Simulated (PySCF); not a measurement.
**GaCl under other conditions**

One physical setting of the base script is moved in each run, with the edits that it forces.

Computed with PySCF 2.14.0. Level: each script names its method and basis.

4 further runs of the same task are left out: 4 that didn't finish.

### 1 The starting structure

GaCl: 2 atoms, charge 0, spin multiplicity 1.

Bond lengths: Ga1–Cl2 2.284 Å.

### 2 The run that the others are compared with

The input, input.py:

```python
from pyscf import gto, scf, mp

mol = gto.M(
    atom='Ga 0 0 0; Cl 0 0 2.284',
    basis='sbkjc',
    ecp={'Ga': 'sbkjc', 'Cl': 'sbkjc'},
    charge=0,
    spin=0,
    verbose=4,
)
mf = scf.RHF(mol)
mf.kernel()
mp.MP2(mf, frozen=4).kernel()
mf.dip_moment()
print('orbital energies (hartree):', mf.mo_energy[..., max(0, mol.nelec[1]-3):mol.nelec[0]+3].round(4))
```

Command:

```console
$ python input.py
```

Its log is not repeated here.

In short: E(SCF) = -271.911170 Eh, 12 cycles, E(MP2) − E(SCF) = -0.27087 Eh, μ = 3.96 D (of the SCF density).

The bond length is a typed value, not an optimised one.

### 3 Electric field -0.01 a.u.

Run 1 changes electric field: none → -0.01 a.u.

The input, input.py:

```python
from pyscf import gto, scf, mp

mol = gto.M(
    atom='Ga 0 0 0; Cl 0 0 2.284',
    basis='sbkjc',
    ecp={'Ga': 'sbkjc', 'Cl': 'sbkjc'},
    charge=0,
    spin=0,
    verbose=4,
)
mf = scf.RHF(mol)
field = -0.01  # electric field along z, atomic units
h = mf.get_hcore() + field*mol.intor('int1e_r')[2]
mf.get_hcore = lambda *args: h
e_nuc = mol.energy_nuc() - field*mol.atom_charges() @ mol.atom_coords()[:, 2]
mf.energy_nuc = lambda *args: e_nuc
mf.kernel()
mp.MP2(mf, frozen=4).kernel()
mf.dip_moment()
print('orbital energies (hartree):', mf.mo_energy[..., max(0, mol.nelec[1]-3):mol.nelec[0]+3].round(4))
```

Command:

```console
$ python input.py
```

### 4 PCM, ε = 2.27

Run 2 changes solvent: none (gas phase) → PCM, ε = 2.27; step after the SCF: mp2 → analyze.

input.py, as its differences from that of step 2:

```diff
@@ -1,2 +1,2 @@
-from pyscf import gto, scf, mp
+from pyscf import gto, scf, solvent
 
@@ -11,4 +11,6 @@
 mf = scf.RHF(mol)
+mf = solvent.PCM(mf)
+mf.with_solvent.eps = 2.27
 mf.kernel()
-mp.MP2(mf, frozen=4).kernel()
+mf.mulliken_pop()
 mf.dip_moment()
```

### 5 Bond 4.568 Å

Run 3 changes bond length: 2.284 Å → 4.568 Å.

input.py, as its differences from that of step 2:

```diff
@@ -3,3 +3,3 @@
 mol = gto.M(
-    atom='Ga 0 0 0; Cl 0 0 2.284',
+    atom='Ga 0 0 0; Cl 0 0 4.568',
     basis='sbkjc',
```

### 6 Bond 2.01 Å

Run 4 changes bond length: 2.284 Å → 2.01 Å.

input.py, as its differences from that of step 2:

```diff
@@ -3,3 +3,3 @@
 mol = gto.M(
-    atom='Ga 0 0 0; Cl 0 0 2.284',
+    atom='Ga 0 0 0; Cl 0 0 2.01',
     basis='sbkjc',
```

Q: Predict the outcome of this session. Wanted: for each run, E(SCF); from base; gap; SCF dipole; after the SCF.

**Answer**, as computed:

```
                      run  E(SCF) (hartree)  from base (eV)  cycles  gap (eV)  SCF dipole (D)                           after the SCF
                     base       -271.911170               0      12     10.75            3.96  MP2 correlation -7.371 eV, core frozen
electric field -0.01 a.u.       -271.929335         -0.4943      12     10.93            5.26  MP2 correlation -7.317 eV, core frozen
            PCM, ε = 2.27       -271.919188         -0.2182      12     10.97            4.57                                     n/a
             bond 4.568 Å       -271.791595         +3.2538      15      5.20           19.48  MP2 correlation -7.052 eV, core frozen
              bond 2.01 Å       -271.891815         +0.5267      12     10.71            1.77  MP2 correlation -7.467 eV, core frozen
```

The largest comparable shift of the SCF energy, +3.254 eV, comes with the run “bond 4.568 Å”. A continuum solvent with ε = 2.27 lowers the energy by 0.218 eV. With bond 4.568 Å the frontier gap moves by over 1.5 eV, which can mean another electronic state rather than the bond length alone.
